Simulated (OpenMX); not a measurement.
A run of OpenMX 3.8.5 is set up as follows.

The input NbTe.dat:

```
System.CurrrentDirectory             ./
System.Name                          NbTe
DATA.PATH                            ./DFT_DATA13
level.of.stdout                      1
level.of.fileout                     1
Species.Number                       2
<Definition.of.Atomic.Species
  Nb  Nb7.0-s3p2d2           Nb_PBE13
  Te  Te7.0-s3p2d2f1         Te_PBE13
Definition.of.Atomic.Species>

Atoms.Number                         2
Atoms.SpeciesAndCoordinates.Unit     FRAC
<Atoms.SpeciesAndCoordinates
    1  Nb    0.5000000000    0.5000000000    0.5000000000   6.500  6.500
    2  Te    0.0000000000    0.0000000000    0.0000000000   8.000  8.000
Atoms.SpeciesAndCoordinates>

Atoms.UnitVectors.Unit               Ang
<Atoms.UnitVectors
     3.3794010812    0.0000000000    0.0000000000
     0.0000000000    3.3794010812    0.0000000000
     0.0000000000    0.0000000000    3.3794010812
Atoms.UnitVectors>

scf.XcType                           GGA-PBE
scf.SpinPolarization                 off
scf.ElectronicTemperature            580.226
scf.energycutoff                     500.0
scf.maxIter                          100
scf.EigenvalueSolver                 band
scf.Kgrid                            7 7 7
scf.Mixing.Type                      rmm-diisk
scf.Init.Mixing.Weight               0.05
scf.Min.Mixing.Weight                0.001
scf.Max.Mixing.Weight                0.3
scf.Mixing.History                   25
scf.Mixing.StartPulay                8
scf.criterion                        1.0e-8
scf.stress.tensor                    on
MD.Type                              nomd
```

Potentials or basis: OpenMX 2013 PBE set, Nb7.0-s3p2d2, Te7.0-s3p2d2f1, grid cutoff 500 Ry.

The run is started by

```sh
$ openmx NbTe.dat -nt 1 > NbTe.std
```

Problem. What does it give for the band gap on the k mesh?

Solution. None (metal or under the smearing width).

Problem. Predict the Mulliken charges.

Solution. Nb +0.94; Te -0.94 e.

Caveat: the basis of atomic orbitals isn't converged, which shifts pressures, moduli and gaps. The run has no spin-orbit coupling, so splittings on Te are missing.
